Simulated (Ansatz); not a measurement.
Predict the output of the script below (Ansatz's Python interface).

`bde_bh6opsi.py`
```python
"""X-H bond energies of BH6OPSi without relaxation."""

import ansatz as az


def total_energy(molecule, charge=0, unpaired=0):
    calc = (
        molecule.calculation()
        .basis(gaussian="cc-pVDZ")
        .functional("r2scan0")
    )
    if charge:
        calc = calc.charge(charge)
    if unpaired:
        calc = calc.spin("collinear", total=unpaired)
    return calc.run(threads=1).report["free_energy_ev"]

def without(molecule, index):
    rest = az.Crystal.molecule()
    for i, site in enumerate(molecule.cartesian_sites):
        if i != index:
            rest = rest.atom(site.symbol, site.position_ang)
    return rest

geometry_ang = [
    ("Si", [-1.3156, 0.7104, -0.2987]),
    ("O", [-0.2438, 0.7292, 1.0475]),
    ("B", [0.4604, -0.5526, 1.0106]),
    ("P", [2.1941, -0.6908, 0.1688]),
    ("H", [-0.5552, 0.5819, -1.5527]),
    ("H", [-2.269, -0.4043, -0.1742]),
    ("H", [-2.0683, 1.9729, -0.3322]),
    ("H", [0.0192, -1.4836, 1.5899]),
    ("H", [2.0914, 0.5935, -0.5026]),
    ("H", [1.6867, -1.4565, -0.9565]),
]
molecule = az.Crystal.molecule()
for symbol, xyz in geometry_ang:
    molecule = molecule.atom(symbol, xyz)

whole = total_energy(molecule, 0)
hydrogen = total_energy(az.Crystal.molecule().atom("H", (0, 0, 0)), 0, 1)
print(f"E(molecule) = {whole:.5f} eV, E(H) = {hydrogen:.5f} eV")
for index in [6, 7, 9]:
    radical = total_energy(without(molecule, index), 0, 1)
    print(f"H{index}: homolysis {(radical + hydrogen - whole):.3f} eV")
```

Running `python bde_bh6opsi.py` prints:
```text
E(molecule) = -19984.85030 eV, E(H) = -13.58463 eV
H6: homolysis 3.969 eV
H7: homolysis 4.375 eV
H9: homolysis 3.570 eV
```

Reading the output:
- Total energies depend on the basis set; only differences at equal settings carry meaning.
- The geometry is a force-field or estimated start, not a minimum of this method, and the basis set is short of its limit. All parts are taken at fixed geometry, without zero-point energy.
- Timing: 34 s on 1 thread of Arm Neoverse V2, with other jobs on the host, peak memory 0.34 GiB.
